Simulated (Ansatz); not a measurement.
**BF3H2O: small, medium and large basis sets**

An exercise on one series of results from a longer session: the logs are not shown, and one member is left open.

Computed with Ansatz 0.2.0, Gaussian basis. Level: one geometry, several basis sets.

Levels to be run: PBE0-D4/def2-SVP; ωB97M-V/def2-SVP; PBE0-D4/def2-QZVPP; ωB97M-V/def2-QZVPP; CCSD(T)/cc-pV(D+d)Z; CCSD(T)/cc-pV(T+d)Z; CCSD(T)/cc-pV(Q+d)Z; the functionals' def2-TZVPP values are taken from earlier runs.

## The relaxed structure

All runs share one geometry, relaxed beforehand with PBE0-D4 in a triple-zeta def2 set.

SMILES `[OH2+][B-](F)(F)F`, 7 atoms, charge 0, spin multiplicity 1.

Atoms are counted from 1 here; the program's logs count them from 0.

Bond lengths: O1–B2 1.774 Å, O1–H6 0.965 Å, O1–H7 0.965 Å, B2–F3 1.337 Å, B2–F4 1.352 Å, B2–F5 1.352 Å. Angles: B2–O1–H6 108.4°, B2–O1–H7 108.1°, H6–O1–H7 107.7°, O1–B2–F3 102.7°, O1–B2–F4 100.1°, O1–B2–F5 99.9°, F3–B2–F4 116.6°, F3–B2–F5 116.7°, F4–B2–F5 116.2°.

As a file:

```mol
BF3H2O
  3D, bonds by distance, orders not assigned

  7  6  0  0  0  0  0  0  0  0999 V2000
   -0.6843    0.7034    0.3186 O   0  0
    0.6072   -0.4638   -0.0217 B   0  0
    1.3526   -0.4084    1.0871 F   0  0
   -0.1275   -1.5845   -0.2017 F   0  0
    1.1345    0.0907   -1.1362 F   0  0
   -1.5287    0.2371    0.2986 H   0  0
   -0.6926    1.3574   -0.3906 H   0  0
  1  2  8  0
  2  3  8  0
  2  4  8  0
  2  5  8  0
  1  6  8  0
  1  7  8  0
M  END
```

The first run:

Contents of in.yaml:

```yaml
crystal:
  periodic: [false, false, false]
  atoms:
    - {symbol: O, position_ang: [-0.684276, 0.703358, 0.318622]}
    - {symbol: B, position_ang: [0.607239, -0.463789, -0.021729]}
    - {symbol: F, position_ang: [1.352584, -0.408435, 1.087122]}
    - {symbol: F, position_ang: [-0.127505, -1.584458, -0.201681]}
    - {symbol: F, position_ang: [1.134544, 0.090734, -1.136160]}
    - {symbol: H, position_ang: [-1.528676, 0.237087, 0.298648]}
    - {symbol: H, position_ang: [-0.692611, 1.357402, -0.390621]}
basis:
  gaussian: {orbitals: def2-SVP}
hamiltonian: {xc: pbe0, dispersion: d4}
output: {orbitals: {seedname: orbitals}}
```

The run is started by

```console
ansatz run in.yaml --threads 2 --pin off --events-out ev --progress --plain --max-ram 32768MiB --backend cpu
```

Among the steps run: PBE0-D4 in def2-SVP; ωB97M-V in def2-SVP; PBE0-D4 in def2-QZVPP; ωB97M-V in def2-QZVPP.

One of the session's tables, all rows but one given; the rest of the session is left out.

```
functional       basis  HOMO (eV)  LUMO (eV)
   PBE0-D4    def2-SVP     -10.53       0.31
   PBE0-D4  def2-TZVPP     -10.86      -0.31
   PBE0-D4  def2-QZVPP     -10.91      -0.58
   ωB97M-V    def2-SVP     -13.05       1.99
   ωB97M-V  def2-TZVPP          ?          ?
   ωB97M-V  def2-QZVPP     -13.47       0.71
```

Estimate the missing values for ωB97M-V, def2-TZVPP.

As computed: HOMO (eV): -13.41; LUMO (eV): 1.17. In the column «HOMO (eV)» it lies between ωB97M-V, def2-QZVPP (-13.47) and ωB97M-V, def2-SVP (-13.05).
